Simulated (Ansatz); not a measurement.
Working through cell relaxations under several functionals of LuF3, space group P-3m1

Computed with Ansatz 0.2.0, Python API.

The cells in order, each with its output:

In [1]:
```python
import ansatz
import numpy as np
from pymatgen.core import Lattice, Structure
from pymatgen.io.ase import AseAtomsAdaptor
```

In [2]:
```python
CUTOFF = 320
KGRID = (3, 3, 3)
MAX_ITERATIONS = 80
```

In [3]:
```python
def edges_and_angles(cell):
    cell = np.asarray(cell)
    a, b, c = np.linalg.norm(cell, axis=1)
    cosines = cell[1] @ cell[2] / (b * c), cell[0] @ cell[2] / (a * c), cell[0] @ cell[1] / (a * b)
    return (a, b, c, *np.degrees(np.arccos(cosines)))

pmg_structure = Structure(
    Lattice([(3.815886, 0.0, 0.0), (-1.907943, 3.304654, 0.0), (0.0, 0.0, 4.207187)]),
    ["Lu", "F", "F", "F"],
    [
        (0.0, 0.0, 0.5),
        (1 / 3, 2 / 3, 0.609989),
        (2 / 3, 1 / 3, 0.390011),
        (0.0, 0.0, 0.0),
    ],
)
system = ansatz.Crystal.from_ase(AseAtomsAdaptor.get_atoms(pmg_structure))
```

In [4]:
```python
len(system.resolved().sites)
```
Out [4]:
```text
4
```

In [5]:
```python
base = (
    system.calculation()
    .basis(CUTOFF)
    .kpoints(*KGRID, center="monkhorst-pack")
    .occupations(ansatz.OccupationsMethod.METHFESSEL_PAXTON)
    .scf(max_iterations=MAX_ITERATIONS)
    .relax(cell=True, max_steps=40)
)

levels = [("pbesol", "none"), ("pbesol", "d3bj"), ("blyp", "d3bj")]
print("level            a       b       c    alpha   beta  gamma  V/atom  steps")
for name, dispersion in levels:
    seen = []
    run = base.functional(name, dispersion=dispersion).session().plan()
    result = run.execute(on_event=lambda e: seen.append(e) if e["event"] == "relax_step" else None)
    cell = result.lattice.cell_ang
    label = name if dispersion == "none" else f"{name}+{dispersion}"
    print("{:13s} {:7.4f} {:7.4f} {:7.4f} {:6.2f} {:6.2f} {:6.2f}".format(label, *edges_and_angles(cell)), f"{abs(np.linalg.det(cell)) / len(result.lattice.sites):7.3f} {len(seen):5d}")
```
```text
level            a       b       c    alpha   beta  gamma  V/atom  steps
DeckWarning: basis.ecutwfc = 320 eV is below the records' recommended 420 eV, and the density's cutoff is lower with it unless basis.ecutrho_ratio is high enough to keep the records' density cutoff: compare with a run at a higher cutoff
pbesol         3.8433  3.8433  4.2568  90.00  90.00 120.00  13.614    18
pbesol+d3bj    3.8223  3.8223  4.2420  90.00  90.00 120.00  13.418    15
blyp+d3bj      3.8966  3.8966  4.2928  90.00  90.00 120.00  14.112    35
```

From smallest to largest: PBEsol+D3BJ (13.42 Å³ an atom, +1.2 % against the start), PBEsol (13.61 Å³ an atom, +2.6 % against the start) and BLYP+D3BJ (14.11 Å³ an atom, +6.4 % against the start). The spread is 5.2 % in volume.

Notes:
- These settings explore the input space; cutoff and mesh may be short of convergence.
- The cutoff lies under the one recommended for these potentials.
- The k-point mesh is coarse, and energy and stress weren't tested for convergence.
- This cell is a computed structure, which may not be the phase found in nature.
- Warnings are shown shortened and without file and line.
- Finished in 48 s on 1 thread of Intel(R) Xeon(R) Processor @ 2.30GHz, on a shared host, peak memory 0.57 GiB.
